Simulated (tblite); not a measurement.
# C21H26F3IO3S: the cost of one run

Programs: tblite 0.8.0 and PySCF 2.14.0, with routines of our own; each step states its level. All values are computed. Atoms count from 0.

## (1) The starting structure

55 atoms, charge 0, multiplicity 1; geometry from: force field, distance geometry or constructed start.

## (2) Geometry optimisation with GFN2-xTB

The job: settings as JSON, then the geometry in Å.

```
{"job": {"kind": "relax", "xc": "GFN2-xTB", "basis": "xTB"}, "charge": 0, "multiplicity": 1}
C      6.948900    -0.634200     1.379600
C      6.474500     0.026900     0.056800
C      6.998300     1.476700     0.006400
C      7.129700    -0.747600    -1.111700
C      4.935100     0.020700     0.008800
C      4.195200     0.696500     1.002700
C      2.801800     0.717400     0.979800
C      2.111100     0.072200    -0.037600
I      0.002700     0.062700    -0.045700
C     -2.110600     0.059200    -0.049900
C     -2.813100     0.750400     0.932300
C     -4.211300     0.726300     0.952100
C     -4.939500    -0.000300    -0.015000
C     -6.475500    -0.057700    -0.043400
C     -7.132400     0.770200     1.096900
C     -6.943600    -1.521200     0.120200
C     -6.995100     0.507700    -1.381300
C     -4.199700    -0.706800    -1.002100
C     -2.802500    -0.673300    -1.009300
C      2.813800    -0.614300    -1.027100
C      4.206500    -0.634900    -1.013300
O      2.378800    -2.680700     1.433600
S      1.663200    -1.641400     2.193200
O      2.550500    -0.684300     2.836800
O      0.590100    -1.004100     1.409700
C      0.790600    -2.548200     3.581500
F      1.666700    -3.204300     4.409900
F     -0.087700    -3.497500     3.136400
F      0.069700    -1.711500     4.386200
H      6.548000    -1.667400     1.461800
H      6.602600    -0.059200     2.266200
H      8.051800    -0.678100     1.427400
H      6.628500     1.981000    -0.919300
H      6.653200     2.068000     0.884700
H      8.105700     1.505700    -0.001200
H      6.825700    -1.818400    -1.094000
H      6.851300    -0.302700    -2.087500
H      8.240100    -0.719300    -1.031100
H      4.701000     1.209400     1.812300
H      2.254400     1.238700     1.763600
H     -2.274300     1.308700     1.693600
H     -4.693600     1.280000     1.739500
H     -6.815800     0.380500     2.088700
H     -8.236300     0.699000     1.042800
H     -6.859600     1.841000     1.018900
H     -8.053200    -1.581300     0.141200
H     -6.595800    -2.150700    -0.734400
H     -6.541900    -1.953800     1.057800
H     -6.633400     1.547500    -1.528800
H     -8.105100     0.515300    -1.401600
H     -6.653100    -0.113700    -2.239000
H     -4.693600    -1.280000    -1.765500
H     -2.259900    -1.225600    -1.769800
H      2.270900    -1.131900    -1.819000
H      4.700400    -1.181200    -1.807700
```

Started as:

```sh
> OMP_NUM_THREADS=2 python large_run.py task.json out
```

One launch serves the whole session: the jobs run in the order shown.

Q: Estimate the wall time and peak memory of this first job on 2 threads of Arm Neoverse N1, shared host.

About 22 s, with a peak of 0.19 GiB.
